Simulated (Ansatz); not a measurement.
# C2Cl2N2O2Zr: small, medium and large basis sets

Aim: see how fast density functionals converge with the basis set for C2Cl2N2O2Zr.

Computed with Ansatz 0.2.0, Gaussian basis. Level: one geometry, several basis sets.

The runs, in order: PBE0-D4/def2-SVP; ωB97M-V/def2-SVP; PBE0-D4/def2-QZVPP; ωB97M-V/def2-QZVPP; the functionals' def2-TZVPP values are taken from earlier runs.

2 further runs of the same task are left out: 2 for a known fault of the program.

**1. The geometry**

An earlier PBE0-D4 in a triple-zeta def2 set relaxation fixed the geometry. Zr takes the def2 core potential; no spin-orbit term is included.

SMILES `O=C=[N][Zr]([Cl])([Cl])[N]=C=O`, 9 atoms, charge 0, spin multiplicity 1.

Atoms are counted from 1 here; the program's logs count them from 0.

Bond lengths: O1–C2 1.160 Å, C2–N3 1.206 Å, N3–Zr4 2.009 Å, Zr4–Cl5 2.329 Å, Zr4–Cl6 2.329 Å, Zr4–N7 2.009 Å, N7–C8 1.206 Å, C8–O9 1.160 Å. Angles: O1–C2–N3 179.9°, C2–N3–Zr4 179.2°, N3–Zr4–Cl5 109.4°, N3–Zr4–Cl6 109.4°, N3–Zr4–N7 108.7°, Cl5–Zr4–Cl6 110.5°, Cl5–Zr4–N7 109.4°, Cl6–Zr4–N7 109.4°, Zr4–N7–C8 179.4°, N7–C8–O9 179.9°.

**2. PBE0-D4 in def2-SVP**

in.yaml reads:

```yaml
crystal:
  periodic: [false, false, false]
  atoms:
    - {symbol: O, position_ang: [-1.090127, -0.716853, -3.683157]}
    - {symbol: C, position_ang: [-0.881792, -0.315664, -2.614872]}
    - {symbol: N, position_ang: [-0.664522, 0.100225, -1.504361]}
    - {symbol: Zr, position_ang: [-0.319604, 0.816562, 0.340974]}
    - {symbol: Cl, position_ang: [-2.345947, 1.085542, 1.457653]}
    - {symbol: Cl, position_ang: [0.801846, 2.851996, 0.183982]}
    - {symbol: N, position_ang: [0.823311, -0.500656, 1.339024]}
    - {symbol: C, position_ang: [1.508668, -1.283596, 1.947869]}
    - {symbol: O, position_ang: [2.168146, -2.037565, 2.532867]}
basis:
  gaussian: {orbitals: def2-SVP}
hamiltonian: {xc: pbe0, dispersion: d4}
output: {orbitals: {seedname: orbitals}}
```

Run with:

```console
$ ansatz run in.yaml --threads 2 --pin off --events-out ev --progress --plain --max-ram 32768MiB --backend cpu
```

Further steps of the session: ωB97M-V in def2-SVP; PBE0-D4 in def2-QZVPP; ωB97M-V in def2-QZVPP.

Q: Predict the results of all the runs planned. Wanted: PBE0-D4: double and triple zeta above quadruple; ωB97M-V: double and triple zeta above quadruple.

**Answer**, as computed:

| quantity | value |
| --- | --- |
| PBE0-D4: double and triple zeta above quadruple | 20.59, 1.27 eV |
| ωB97M-V: double and triple zeta above quadruple | 20.65, 1.19 eV |

In words: For PBE0-D4 the step from double to triple zeta gains 19.32 eV and the next only 1.27 eV. Total energies overstate the basis error of differences, where much of it tends to cancel.
